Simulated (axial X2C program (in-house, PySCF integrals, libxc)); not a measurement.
# Linear SZrS at several levels

The task here is to estimate one member of a computed series from the others.

Method: all-electron X2C, two-component (2c) or spin-free, S dyall-av3z, Zr dyall-v3z; program: an in-house X2C program for linear molecules on PySCF integrals.

All values are calculated.

2 further runs of the same task are left out: 2 set aside as unsound or not needed.

Set-up of the first run:

task.json

```json
{"zs": [16, 40, 16], "q": 0, "bas": ["dyall-av3z", "dyall-v3z", "dyall-av3z"], "r0": [2.21, 2.21], "symm": 1, "scan": ["PBE0", "HF", "BHandHLYP"], "levels": ["PBE0", "HF", "LDA"], "nst": 2}
```

Keys: zs atomic numbers; q charge; bas basis sets; r0 starting distance in Å; symm equal bonds; scan levels of the two-bond scan; levels methods; nst determinants followed.

Command:

```bash
$ python solin.py task.json out
```

Masses S 31.972, Zr 89.905, S 31.972 u.

Among the steps run: Scan at PBE0, 2c; Scan at HF, 2c; Scan at BHandHLYP, 2c.

One table of the session follows, with a row left open; its other results are not shown here.

```
               level  lower stretch (cm⁻¹)  upper stretch (cm⁻¹)
            PBE0, 2c                 457.6                 517.6
              HF, 2c                 492.0                 547.6
       BHandHLYP, 2c                 470.5                 528.6
     PBE0, spin-free                     ?                     ?
       HF, spin-free                 492.2                 547.8
BHandHLYP, spin-free                 470.7                 528.8
```

Estimate the missing values for PBE0, spin-free.

The run gave: lower stretch (cm⁻¹): 457.8; upper stretch (cm⁻¹): 517.8. In the column «lower stretch (cm⁻¹)» it lies between PBE0, 2c (457.6) and BHandHLYP, 2c (470.5).

Scans not shown above were run alike.

The molecule was held linear; bending was not examined, so a bent shape may lie lower.
